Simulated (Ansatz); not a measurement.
# Ta: the cost of one run

Method: DFT PBEsol, scalar-relativistic, in Ansatz 0.2.0.

### 1 The starting structure

The structure is cubic, space group Fm-3m (No. 225). Conventional cell: a = 4.220 Å, b = 4.220 Å, c = 4.220 Å, α = 90.00°, β = 90.00°, γ = 90.00°. Ta (site symmetry m-3m) has 12 Ta at 2.98 Å as nearest neighbours.

Coordinates:

```cif
data_structure
_symmetry_space_group_name_H-M 'P 1'
_symmetry_Int_Tables_number 1
_cell_length_a 2.9840
_cell_length_b 2.9840
_cell_length_c 2.9840
_cell_angle_alpha 60.000
_cell_angle_beta 60.000
_cell_angle_gamma 60.000
_cell_volume 18.79
loop_
_atom_site_label
_atom_site_type_symbol
_atom_site_fract_x
_atom_site_fract_y
_atom_site_fract_z
_atom_site_occupancy
Ta1 Ta 0.00000 0.00000 0.00000 1
```

### 2 The deformed structure

Space group Fm-3m before, R-3m after.

### 3 Full-potential LAPW

Contents of input.yaml:

```yaml
crystal:
  lattice:
    - [-0.0211, 2.09945, 2.09945]
    - [2.09945, -0.0211, 2.09945]
    - [2.09945, 2.09945, -0.0211]
  atoms:
    - { symbol: Ta, position: [0.0, 0.0, 0.0] }
kpoints:
  mp_grid: { grid: [15, 15, 15] }
  band_path:
    path:
      - [0.0, 0.0, 0.0]
      - [0.5, 0.5, 0.5]
      - [0.2525443832, 0.5, 0.7474556168]
      - [-0.2525443832, 0.2525443832, 0.5]
      - [0.0, 0.0, 0.5]
      - [0.0, 0.0, 0.0]
      - [-0.3762721916, 0.0, 0.3762721916]
      - [0.0, 0.3762721916, 0.6237278084]
      - [0.0, 0.5, 0.5]
    npoints: 5
scf:
  occupations: { method: fermi_dirac, width: 0.08 }
hamiltonian:
  xc: pbesol
  pseudopotentials: { kind: all_electron, lapw: { basis_error: 0.0005 } }
output:
  forces: true
  stress: true
  eigenvalues: true
```

Started as:

```bash
$ ansatz run input.yaml --threads 1 --pin off --max-ram 3072MiB --backend cpu --events-out ev --progress --plain --runs-dir out
```

What time and memory should one allow on 1 thread of Intel Xeon Platinum 8488C (Sapphire Rapids), shared host?

About 30 s, with a peak of 0.6 GiB.
